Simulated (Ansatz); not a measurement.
**BGeH (singlet): from Hartree-Fock to the top rungs, cc-pVDZ**

One table from this session's results is given with a row withheld; the runs are named, their logs left out.

Method: cc-pVDZ, core rule «outside noble gas», up to 15 orbitals frozen; program: Ansatz 0.2.0, Gaussian basis.

Plan: UHF; CCSD(T) on RHF; CCSD(T) on UHF; BCCD(T) on RHF; CISD; CCSDT(Q) on RHF; CCSDT(Q) on UHF; CISDTQ; CCSDTQ on RHF; CCSDTQ on UHF; CASSCF and MRCISD+Q, 8 electrons in 9 orbitals; CASSCF and MRCISD+Q(relaxed), 8 electrons in 9 orbitals; CASSCF and NEVPT2, 8 electrons in 9 orbitals; Full CI.

4 further runs of the same task are left out: 4 set aside as unsound or not needed.

## The geometry

The geometry is a PBE0/def2-TZVP stationary point (not a proven minimum) of the parent state, kept for this charge and spin. No spin-orbit coupling is included. The filled d shell of Ge may be among the frozen orbitals whatever the setting's name suggests; the logs give the count.

3 atoms, charge 0, spin multiplicity 1.

Atoms are counted from 1 here; the program's logs count them from 0.

Bond lengths: Ge1–B2 1.940 Å, B2–H3 1.189 Å. Angles: Ge1–B2–H3 180.0°.

Geometry (Å):

| atom | x (Å) | y (Å) | z (Å) |
| --- | --- | --- | --- |
| Ge1 | 0.0000 | 0.0000 | 1.6897 |
| B2 | 0.0000 | 0.0000 | -0.2506 |
| H3 | 0.0000 | 0.0000 | -1.4391 |

The first run:

in.yaml

```yaml
crystal:
  periodic: [false, false, false]
  atoms:
    - {symbol: Ge, position_ang: [0.000000, 0.000000, 1.689721]}
    - {symbol: B, position_ang: [0.000000, 0.000000, -0.250601]}
    - {symbol: H, position_ang: [0.000000, 0.000000, -1.439120]}
basis:
  gaussian: {orbitals: cc-pVDZ}
magnetization: {spin_polarized: true, initial_magnetization: 0}
hamiltonian: {xc: hf}
output: {orbitals: {seedname: orbitals}}
```

Run with:

```
> ansatz run in.yaml --threads 1 --pin off --events-out ev --progress --plain --max-ram 4160MiB --backend cpu
```

Among the steps run: UHF; CCSD(T) on RHF; CCSD(T) on UHF; BCCD(T) on RHF; CISD; CCSDT(Q) on RHF; CCSDT(Q) on UHF; CISDTQ; CCSDTQ on RHF; CCSDTQ on UHF; CASSCF and MRCISD+Q, 8 electrons in 9 orbitals; CASSCF and MRCISD+Q(relaxed), 8 electrons in 9 orbitals; CASSCF and NEVPT2, 8 electrons in 9 orbitals; Full CI.

One of the session's tables, all rows but one given; the rest of the session is left out.

| method | from FCI (kcal/mol) |
| --- | --- |
| RHF | ? |
| RMP2 | +30.22 |
| CISD | +16.66 |
| RCCSD | +8.41 |
| RCCSD(T) | +4.00 |
| BCCD(T) | +4.02 |
| RCCSDT | +1.67 |
| CISDTQ | +2.08 |
| RCCSDT(Q) | +0.19 |
| RCCSDTQ | +0.09 |
| FCI | 0 |

Estimate the missing values for RHF.

As computed: from FCI (kcal/mol): +116.18. In the column «from FCI (kcal/mol)» it is the highest.

Limits of these values: The report flags that the cluster equations may have other roots. Left out of the table: CASSCF valence, NEVPT2 valence, MRCISD valence, MRCISD+Q valence (the active space lost an orbital or holds another state than full CI finds). Left out of the table: UHF, UMP2, UCCSD, UCCSD(T), UCCSDT, UCCSDT(Q), UCCSDTQ, MRCISD+Q(relaxed) valence (another determinant or state than the rows shown). The program flags RCCSDT(Q), RCCSDTQ as in doubt, so those rows may rest on another solution; read them beside their warnings.
